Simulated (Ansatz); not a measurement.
# C3H6BrN: the cost of one run

Computed with the Python package of Ansatz 0.2.0. The levels of theory stand in the script.

## Step 1: Starting point

Bond lengths: C1–C2 1.473 Å, C2–N3 1.368 Å, C2–C4 1.359 Å, C4–Br5 1.806 Å, C1–H6 1.174 Å, C1–H7 1.085 Å, C1–H8 1.054 Å, N3–H9 1.023 Å, N3–H10 1.020 Å, C4–H11 1.138 Å. Angles (14 of 15 angles, heavy atoms first): C1–C2–N3 116.2°, C1–C2–C4 122.1°, N3–C2–C4 121.6°, C2–C4–Br5 129.9°, C2–C1–H6 108.3°, C2–C1–H7 112.4°, C2–C1–H8 113.7°, C2–N3–H9 117.5°, C2–N3–H10 114.1°, C2–C4–H11 115.6°, Br5–C4–H11 114.5°, H6–C1–H7 105.6°, H6–C1–H8 105.1°, H7–C1–H8 111.1°.

No structure file is read: the coordinates are typed or built in the script.

## Step 2: The script

run_methods.py reads:

```python
from pathlib import Path
import argparse
import warnings

import ansatz
from ase import Atoms
import numpy as np

parser = argparse.ArgumentParser(description='One geometry of C3H6BrN, method by method.')
parser.add_argument('--basis', required=True, help='basis')
args = parser.parse_args()


def main() -> None:
    warnings.simplefilter('ignore', ansatz.DeckWarning)

    atoms = Atoms(['C', 'C', 'N', 'C', 'Br', 'H', 'H', 'H', 'H', 'H', 'H'], positions=[
        (-1.1143, -0.1584, 0.7324),
        (0.1485, -0.0177, -0.012),
        (0.8853, 1.1044, 0.2537),
        (0.5887, -0.9714, -0.8737),
        (2.0889, -1.0208, -1.8774),
        (-1.8034, 0.7536, 0.4652),
        (-0.968, -0.1079, 1.8068),
        (-1.6716, -1.0117, 0.4646),
        (0.3766, 1.9568, 0.5),
        (1.6529, 1.2642, -0.3995),
        (-0.1183, -1.8481, -1.0394),
    ])
    geometry = ansatz.Crystal.molecule_from_ase(atoms)

    setup = geometry.calculation().basis(gaussian=args.basis)

    print('functional    E (Ha)        dipole (D)   HOMO (eV)  LUMO (eV)')
    for name in ['pbe0', 'hse06', 'r2scan0', 'blyp', 'lda']:
        rep = setup.functional(name).forces().orbitals().run(threads=1, pin='off', runs_dir='runs').report
        lines = Path(rep['orbitals_path']).read_text().splitlines()
        field_of = lambda key: [line.split('=')[1].strip() for line in lines if line.startswith(key)]
        orbitals = [(27.211386 * float(e), s, float(n)) for e, s, n in zip(field_of('Ene='), field_of('Spin='), field_of('Occup='))]
        homo = max(e for e, _, n in orbitals if n > 0.5)
        lumo = min(e for e, _, n in orbitals if n < 0.5)
        dipole = 4.803205 * np.linalg.norm(rep['charge_distribution']['dipole_moment_e_ang'])
        print(f'{name:10s} {rep["free_energy_ev"] / 27.211386246:14.6f} {dipole:9.3f} {homo:11.3f} {lumo:10.3f}')


if __name__ == '__main__':
    main()
```

## Step 3: What the engine is handed

The package turns the script's settings into the engine's input (first run):

```yaml
crystal:
  periodic: [false, false, false]
  atoms:
    - { symbol: C, position_ang: [-1.1143, -0.1584, 0.7324] }
    - { symbol: C, position_ang: [0.1485, -0.0177, -0.012] }
    - { symbol: "N", position_ang: [0.8853, 1.1044, 0.2537] }
    - { symbol: C, position_ang: [0.5887, -0.9714, -0.8737] }
    - { symbol: Br, position_ang: [2.0889, -1.0208, -1.8774] }
    - { symbol: H, position_ang: [-1.8034, 0.7536, 0.4652] }
    - { symbol: H, position_ang: [-0.968, -0.1079, 1.8068] }
    - { symbol: H, position_ang: [-1.6716, -1.0117, 0.4646] }
    - { symbol: H, position_ang: [0.3766, 1.9568, 0.5] }
    - { symbol: H, position_ang: [1.6529, 1.2642, -0.3995] }
    - { symbol: H, position_ang: [-0.1183, -1.8481, -1.0394] }
basis:
  gaussian:
    orbitals: def2-SVP
hamiltonian:
  xc: pbe0
output:
  orbitals: {}
  forces: true
```

## Step 4: The run

Launch:

```
$ python run_methods.py --basis def2-SVP
```

Q: Estimate wall time and peak memory on 1 thread of Arm Neoverse V2, shared host.

About 33 s, with a peak of 0.37 GiB.
